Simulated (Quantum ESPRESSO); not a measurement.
The system is Au.

```
CELL_PARAMETERS angstrom
0.00000 2.03930 2.03930
2.03930 0.00000 2.03930
2.03930 2.03930 0.00000
ATOMIC_POSITIONS crystal
Au 0.00000 0.00000 0.00000
```

Base run:

```yaml
Program: Quantum ESPRESSO 7.5
Functional: PBE
Potentials_or_basis: SSSP 1.3 efficiency PBE
Cutoff: 816 eV
Density_cutoff: 3265 eV
k_mesh: 16 × 16 × 16
Occupations: fermi-dirac, width 0.05 eV
Spin: no spin polarisation
```

Its results: band gap on the k mesh none (metal or under the smearing width); pressure 8.7 GPa.

Problem. The run is repeated on the same cell with these changes: hubbard terms from none to Au d U = 2 eV. What comes out?

Solution. Band gap on the k mesh none (metal or under the smearing width); pressure 10.1 GPa.

Caveats: U without spin polarisation on a metal has little footing (some runs); the U is typed as a test and isn't derived for this compound (some runs).

Not every run made on this cell is shown here.
